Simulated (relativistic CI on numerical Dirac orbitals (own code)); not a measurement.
# Mo³⁺: resonant inelastic X-ray scattering at the L2,3 edge

Which low excitations of Mo³⁺ show in RIXS, and at which incident energy? 6 crystal fields.

Method: Dirac-Coulomb-Breit CI, KLI orbitals optimised for each configuration, model QED (radiative potential, 1s self-energy scaled to tabulated hydrogen-like ionisation energies), valence Slater integrals scaled by 0.9, Kramers-Heisenberg scattering through one core-hole configuration in a parametric crystal field. Code: relativistic CI on numerical Dirac orbitals (own code) version 3.

### 1 The atom as given

* ion: Mo³⁺ (Mo IV)
* nuclear charge: 42
* electrons: 39
* configurations: [Kr] 4d3 → [He] 2s2 2p5 3s2 3p6 3d10 4s2 4p6 4d4
* temperature: 80 K
* core-hole width: 0.96 eV
* field 1 (cm⁻¹): Oh, 10Dq = 6000
* field 2 (cm⁻¹): Oh, 10Dq = 13500
* field 3 (cm⁻¹): Oh, 10Dq = 21000
* field 4 (cm⁻¹): Oh, 10Dq = 28550
* field 5 (cm⁻¹): Oh, 10Dq = 36050
* field 6 (cm⁻¹): Oh, 10Dq = 43600

### 2 Field 1: Oh, 10Dq = 6000

Settings, as recorded:

```ini
atom Mo  Z=42  charge=3  electrons=39
nucleus A=98  rms_radius_fm=4.4091
hamiltonian dirac-coulomb  breit=on  qed=on  c_scale=1
orbitals kli  potential=per-configuration
slater_scale 0.9
correlation none
mixing on
configurations
  [Kr] 4d3
  [He] 2s2 2p5 3s2 3p6 3d10 4s2 4p6 4d4
end
rixs L2,3 T=80 core_hole_width=0.96
crystal_field Oh 10Dq=6000
```

Command:

```sh
> python run_levels.py task.json out
```

The settings of every run stand in task.json; they run in order.

### 3 Field 2: Oh, 10Dq = 13500

The settings differ from step 2 so:

```diff
@@ -12,2 +12,2 @@
 rixs L2,3 T=80 core_hole_width=0.96
-crystal_field Oh 10Dq=6000
+crystal_field Oh 10Dq=13500
```

### 4 Field 3: Oh, 10Dq = 21000

The settings differ from step 3 so:

```diff
@@ -12,2 +12,2 @@
 rixs L2,3 T=80 core_hole_width=0.96
-crystal_field Oh 10Dq=13500
+crystal_field Oh 10Dq=21000
```

### 5 Field 4: Oh, 10Dq = 28550

The settings differ from step 4 so:

```diff
@@ -12,2 +12,2 @@
 rixs L2,3 T=80 core_hole_width=0.96
-crystal_field Oh 10Dq=21000
+crystal_field Oh 10Dq=28550
```

### 6 Field 5: Oh, 10Dq = 36050

The settings differ from step 5 so:

```diff
@@ -12,2 +12,2 @@
 rixs L2,3 T=80 core_hole_width=0.96
-crystal_field Oh 10Dq=28550
+crystal_field Oh 10Dq=36050
```

### 7 Field 6: Oh, 10Dq = 43600

The settings differ from step 6 so:

```diff
@@ -12,2 +12,2 @@
 rixs L2,3 T=80 core_hole_width=0.96
-crystal_field Oh 10Dq=36050
+crystal_field Oh 10Dq=43600
```

(Steps that only read results are left out.)

What does the calculation give? Wanted: incident energies, field 1.

As calculated:

| field | S, thermal mean | first incident energy (eV) | lowest loss over 0.08 eV (eV) | strongest such loss there (eV) | its level |
| --- | --- | --- | --- | --- | --- |
| 1: Oh | 1.50 | 2526.1 | 0.723 | 2.242 | G8, S = 0.7 |
| 2: Oh | 1.50 | 2525.5 | 1.596 | 1.668 | G8, S = 1.5 |
| 3: Oh | 1.50 | 2525.8 | 1.754 | 2.573 | G8, S = 1.4 |
| 4: Oh | 1.50 | 2524.5 | 1.782 | 2.816 | G8, S = 0.5 |
| 5: Oh | 1.50 | 2524.2 | 1.800 | 2.885 | G8, S = 0.5 |
| 6: Oh | 1.50 | 2523.8 | 1.813 | 2.933 | G8, S = 0.5 |

| quantity | value |
| --- | --- |
| incident energies, field 1 | 2526.1, 2629.4, 2631.1 eV |
| strongest loss over 0.08 eV, field 1 | 2.24 eV |

**Reading.** In field 1 the strongest loss over 0.08 eV at the first resonance is 2.24 eV (G8, S = 0.7). Spin-orbit coupling in the valence shell mixes spin states, so S is only an average. The first incident energy is the lowest absorption maximum of each field and need not be the same resonance in all. Only the lowest levels kept in the record count, and labels are spin-orbit irreps. Polarisations are summed, and charge-transfer losses are outside the model.
